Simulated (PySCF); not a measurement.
# C3H3BrN2 (4-Bromopyrazole): the cost of one run

Computed with PySCF 2.14.0 and routines of our own; the level stands in each step. Atoms count from 0.

## Step 1: The system as given

9 atoms, charge 0, multiplicity 1; geometry from: GFN2-xTB.

## Step 2: Relaxing the molecule at PBE0-D3(BJ)/def2-SVP

What the job is given:

```
{"job": {"xc": "PBE0", "basis": "def2-SVP", "d3": "d3bj", "grid": 1, "maxiter": 30, "shake": 0.01, "kind": "geom"}, "charge": 0, "multiplicity": 1}
Br     2.790750     0.210830     0.224260
C      0.905200    -0.004460     0.066960
C      0.181880    -1.212320    -0.020010
N     -1.053900    -0.967630    -0.111290
N     -1.227890     0.344300    -0.103080
C     -0.048610     0.996520     0.011060
H      0.594700    -2.211330    -0.000920
H     -2.129480     0.763900    -0.161270
H      0.045160     2.063040     0.060550
```

On the command line:

```
$ OMP_NUM_THREADS=1 python heavy_run.py task.json out
```

This one command runs all jobs of the session in turn.

**Question.** How long does this first job take on 1 thread of Arm Neoverse V2, shared host, and how much memory does it need?

About 35 s, with a peak of 0.5 GiB.
